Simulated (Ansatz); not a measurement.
# CHBr2F: the cost of one run

Method: the settings change from run to run; program: Ansatz 0.2.0, Gaussian basis.

### Step 1. The relaxed structure

The geometry comes from an earlier relaxation with PBE0-D4 in a triple-zeta def2 set; it is a stationary point.

SMILES `FC(Br)Br`, 5 atoms, charge 0, spin multiplicity 1.

Atoms are counted from 1 here; the program's logs count them from 0.

Bond lengths: F1–C2 1.338 Å, C2–Br3 1.927 Å, C2–Br4 1.927 Å, C2–H5 1.086 Å. Angles: F1–C2–Br3 109.7°, F1–C2–Br4 109.7°, F1–C2–H5 110.2°, Br3–C2–Br4 112.1°, Br3–C2–H5 107.6°, Br4–C2–H5 107.6°.

### Step 2. wB97X-V/pcseg-2

This run has the search for lower states set to light.

in.yaml

```yaml
crystal:
  periodic: [false, false, false]
  atoms:
    - {symbol: F, position_ang: [-0.590927, -0.199763, 1.255165]}
    - {symbol: C, position_ang: [-0.035418, 0.106012, 0.077317]}
    - {symbol: Br, position_ang: [1.782833, -0.531173, 0.033226]}
    - {symbol: Br, position_ang: [-1.097159, -0.632612, -1.351358]}
    - {symbol: H, position_ang: [-0.009429, 1.183938, -0.055750]}
basis:
  gaussian: {orbitals: pcseg-2}
hamiltonian: {xc: {name: wB97X-V}}
scf: {lower_state_search: light}
```

Run with:

```bash
ansatz run in.yaml --threads 4 --pin off --events-out ev --progress --plain --max-ram 10444MiB
```

**Question.** How long does this run take on 4 threads of Arm Neoverse V1, shared host, and how much memory does it need?

About 4.6 s, with a peak of 0.54 GiB.
